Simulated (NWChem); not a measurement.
# singlet CH2F3Si+: levels of theory compared

We compute a comparison of 6 runs (HF/STO-3G, HF/3-21G, B3LYP/def2-SVP, PBE0/def2-SVP, SVWN5/def2-SVP, CCSD(T)/def2-SVP) of singlet CH2F3Si+. 

Program for the calculation: NWChem 7.3.0.

47 further runs of the same task are left out: 47 set aside as unsound or not needed.

## Step 1: The molecule

CH2F3Si+ has 7 atoms, charge +1, and is taken as a singlet. SMILES of the parent species: `[CH2][Si](F)(F)F`. The shape is that of a PBE0-D4/def2-TZVP optimisation. That shape belongs to the parent species and isn't relaxed for this state.

Bond lengths: C1–Si2 1.812 Å, Si2–F3 1.577 Å, Si2–F4 1.578 Å, Si2–F5 1.577 Å, C1–H6 1.084 Å, C1–H7 1.084 Å. Angles: C1–Si2–F3 111.1°, C1–Si2–F4 112.7°, C1–Si2–F5 111.2°, F3–Si2–F4 106.8°, F3–Si2–F5 108.2°, F4–Si2–F5 106.7°, Si2–C1–H6 122.2°, Si2–C1–H7 122.2°, H6–C1–H7 115.6°.

## Step 2: A single-point energy at HF/STO-3G (run 1)

Input file calc.nw:

```
start calc
memory 2200 mb
charge 1

geometry units angstroms noautosym nocenter noautoz
  C       -0.691800       0.401700       0.763500
  Si       0.442900      -0.260900      -0.483500
  F        0.009400       0.178500      -1.934200
  F        0.495400      -1.838000      -0.481100
  F        1.916900       0.241300      -0.236600
  H       -1.731100       0.616200       0.542200
  H       -0.380400       0.593100       1.784100
end

basis "ao basis" spherical bse
  * library STO-3G
end

scf
  thresh 1e-08
  maxiter 80
  print medium
end

task scf energy
```

Command:

```sh
$ nwchem calc.nw > calc.out
```

The log of the run:

```text
[...]
  functions       =    31
[...]
  wavefunction    = RHF
[...]
         Total SCF energy =   -618.013595644983
      One-electron energy =  -1357.184569432783
      Two-electron energy =    486.267566155516
 Nuclear repulsion energy =    252.903407632285
        Time for solution =      3.8s
[...]
```

Wall time 5.1 s (1 thread of Intel Xeon Platinum 8259CL at 2.50GHz (Skylake/Cascade Lake), shared host); peak memory 0.099 GiB.

## Step 3: A single-point energy at HF/3-21G (run 2)

Input file run.py:

```python
from ase import Atoms
from ase.calculators.nwchem import NWChem

mol = Atoms(['C', 'Si', 'F', 'F', 'F', 'H', 'H'], positions=[
    [-0.691800, 0.401700, 0.763500],
    [0.442900, -0.260900, -0.483500],
    [0.009400, 0.178500, -1.934200],
    [0.495400, -1.838000, -0.481100],
    [1.916900, 0.241300, -0.236600],
    [-1.731100, 0.616200, 0.542200],
    [-0.380400, 0.593100, 1.784100],
])

calc = NWChem(
    label='ch2f3si',
    theory='scf',
    memory='2200 mb',
    basis='3-21G',
    basispar='spherical bse',
    charge=1,
    scf={'nopen': '0', 'rhf': None, 'thresh': '1e-08', 'maxiter': '80'},
    task='energy',
)
mol.calc = calc

print(f"energy = {mol.get_potential_energy():.6f} eV")
print("dipole (e A):", mol.get_dipole_moment().round(4))
```

Command:

```sh
$ export ASE_NWCHEM_COMMAND="nwchem PREFIX.nwi > PREFIX.nwo"
$ python run.py
```

The log of the run:

```text
energy = -16944.762538 eV
dipole (e A): [-0.9269  0.5251  1.023 ]
```

The calculator wrote ch2f3si.nwi:

```
title "ch2f3si"

permanent_dir ch2f3si

scratch_dir ch2f3si

start ch2f3si

geometry units angstrom nocenter noautosym noautoz
  C  -6.9179999999999997e-01 4.0170000000000000e-01 7.6349999999999996e-01
  Si 4.4290000000000002e-01 -2.6090000000000002e-01 -4.8349999999999999e-01
  F  9.4000000000000004e-03 1.7849999999999999e-01 -1.9341999999999999e+00
  F  4.9540000000000001e-01 -1.8380000000000001e+00 -4.8110000000000003e-01
  F  1.9169000000000000e+00 2.4129999999999999e-01 -2.3660000000000000e-01
  H  -1.7311000000000001e+00 6.1619999999999997e-01 5.4220000000000002e-01
  H  -3.8040000000000002e-01 5.9309999999999996e-01 1.7841000000000000e+00
end

charge 1

memory 2200 mb

basis spherical bse noprint
   * library 3-21G
end

scf
  nopen 0
  rhf
  thresh 1e-08
  maxiter 80
end

task scf energy
```

ch2f3si.nwo:

```text
Northwest Computational Chemistry Package (NWChem) 7.3.0
             --------------------------------------------------------

           Job information
           ---------------

    nwchem branch   = 7.3.0
    use scalapack   = T
    input           = ch2f3si.nwi
    prefix          = ch2f3si.
    data base       = ch2f3si/ch2f3si.db
    status          = startup
    nproc           =        1

           Memory information
           ------------------

[... 5 lines left out ...]
    hardfail = no
[... 139 lines left out ...]
         Quadratically convergent ROHF
[... 15 lines left out ...]
       Final RHF  results
[... 4 lines left out ...]
      Two-electron energy =    482.579873332029
[... 43 lines left out ...]
                       ROHF Final Molecular Orbital Analysis
[... 198 lines left out ...]
       Multipole analysis of the density wrt the origin
       ------------------------------------------------

     L   x y z        total         open         nuclear
     -   - - -        -----         ----         -------
     0   0 0 0      1.000000      0.000000     49.000000

     1   1 0 0     -1.751666      0.000000     41.070549
[... 8 lines of this table left out ...]
     2   0 0 2    -21.674713      0.000000    166.070547

 Task  times  cpu:        2.9s     wall:        2.9s
 Total times  cpu:        2.9s     wall:        2.9s
```

Wall time 4.5 s (1 thread of Intel Xeon Platinum 8259CL at 2.50GHz (Skylake/Cascade Lake), shared host); peak memory 0.099 GiB.

Runs 3 to 5 aren't shown in full; the table further down has their settings and results.

## Step 4: The energy at CCSD(T)/def2-SVP (run 6)

Input file geom.nw:

```
start geom
memory total 2200 mb
charge 1

geometry noautosym nocenter noautoz
  C    -0.691800    0.401700    0.763500
  Si    0.442900   -0.260900   -0.483500
  F     0.009400    0.178500   -1.934200
  F     0.495400   -1.838000   -0.481100
  F     1.916900    0.241300   -0.236600
  H    -1.731100    0.616200    0.542200
  H    -0.380400    0.593100    1.784100
end

basis spherical bse
  * library def2-SVP
end

scf
  singlet
  rhf
  thresh 1e-08
  maxiter 80
end

ccsd
  freeze core 9
  maxiter 60
end

task ccsd(t) energy
```

Command:

```sh
$ nwchem geom.nw > geom.out
```

The log of the run:

```text
[...]
  functions       =    84
[...]
  wavefunction    = RHF
[...]
         Total SCF energy =   -625.702587725735
      One-electron energy =  -1362.330899304725
      Two-electron energy =    483.724903946706
 Nuclear repulsion energy =    252.903407632285
        Time for solution =     15.3s
[...]
 Total MP2 energy:           -626.442915112414653
[...]
             energy      energy      error      ampl     ampl      Block
                                                time     time      time
[...]
 Total CCSD energy:           -626.468945008380160
[...]
 Total CCSD+T(CCSD) energy:           -626.484389674850490
[...]
 Total CCSD(T) energy:                -626.482078167061331
[...]
```

It took 3.7 min on 1 thread of Intel Xeon Platinum 8259CL at 2.50GHz (Skylake/Cascade Lake), shared host; peak memory 0.25 GiB.

## Step 5: The series

```
run             level  iteration cap   module  energy (Eh)  HOMO energy (eV)  LUMO energy (eV)  HOMO–LUMO gap (eV)  wall time
  1         HF/STO-3G             80      scf  -618.013596            -17.68             -6.29               11.40      5.1 s
  2          HF/3-21G             80      scf  -622.708543            -22.69             -9.32               13.38      4.5 s
  3    B3LYP/def2-SVP            100      dft  -627.726818            -17.13            -13.68                3.45       46 s
  4     PBE0/def2-SVP            100      dft  -627.251820                 –                 –                   –       45 s
  5    SVWN5/def2-SVP            100      dft  -624.291026                 –                 –                   –       75 s
  6  CCSD(T)/def2-SVP             80  ccsd(t)  -626.482078            -23.07             -8.92               14.14    3.7 min
```

## Step 6: What came out

| quantity | value |
| --- | --- |
| run 6: total energy | -626.48208 Eh |
| run 6: HOMO energy (Hartree–Fock orbitals) | -23.07 eV |
| run 6: LUMO energy (Hartree–Fock orbitals) | -8.92 eV |
| run 6: HOMO–LUMO gap (Hartree–Fock orbitals) | 14.14 eV |
| run 6: correlation energy (9 core orbitals frozen) | -779.5 mEh |
| run 6: (T) correction | -13.13 mEh |

In words: Over runs 1, 2, 3 the HOMO–LUMO gap runs from 3.45 eV (B3LYP/def2-SVP) to 13.38 eV (HF/3-21G). The two ends differ in method and basis. Totals of different functionals can't be ranked against each other. In run 1 the basis is minimal, so the values are rough. All runs together took 6.6 min, the longest 3.7 min.
